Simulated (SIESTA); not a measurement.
ErCuSi under changes of volume

One of the cells (18.348 Å³/atom); the others are scaled copies at fixed shape and fractional positions:

```xyz
3
Lattice="4.1407 0.0000 0.0000 -2.0703 3.5859 0.0000 0.0000 0.0000 3.7072" Properties=species:S:1:pos:R:3 pbc="T T T"
Er    2.0703    1.1953    0.0000
Cu    0.0000    0.0000    1.8536
Si    0.0000    2.3906    1.8536
```

The cell comes from a database or a generator and needn't be the stable form of this composition.

* Program: SIESTA 5.4.2
* Functional: PBEsol
* Potentials or basis: PseudoDojo 0.4 standard with PseudoDojo 3+ lanthanides (4f in the core) (PBE and PBEsol files)
* Basis: DZP (energy shift 0.003 Ry; two zetas on semicore shells)
* Grid cutoff: 800 Ry
* Energy shift: 0.003 Ry
* k mesh: 8 × 8 × 7
* Occupations: fermi-dirac, width 0.05 eV
* Spin: collinear spin, ferromagnetic start
* Starting moments: [3.0, 0.6, 0.0] μB

```csv
volume (Å³/atom),energy over the lowest point (meV/atom),pressure (GPa)
16.909,3.97,3.1
17.269,0.00,0.5
17.629,1.56,-1.8
18.348,18.83,-5.8
18.708,33.70,-7.4
19.068,?,?
```

Q: What does the run at 19.068 Å³/atom give?

A: Energy over the lowest point 52.05 meV/atom; pressure -8.9 GPa.

Worked out: A Birch-Murnaghan fit of order 3 (a polynomial in V^(-2/3)) to the other rows has its minimum at 17.34 Å³/atom with B0 = V·E''(V) = 115 GPa and B' = 4.1 at fixed shape and positions, which overstates the stiffness. It gives 52.14 meV/atom at 19.068 Å³/atom, against the run's 52.05, and -dE/dV = -9.0 GPa, against -8.9.

Energies are extrapolated to zero smearing.

Caveats: the magnetic or orbital state may not be the lowest; the potentials were made for another functional, which shifts forces and pressure; short orbitals over semicore shells can move pressures by several GPa; the basis of atomic orbitals isn't converged, which shifts pressures, moduli and gaps.
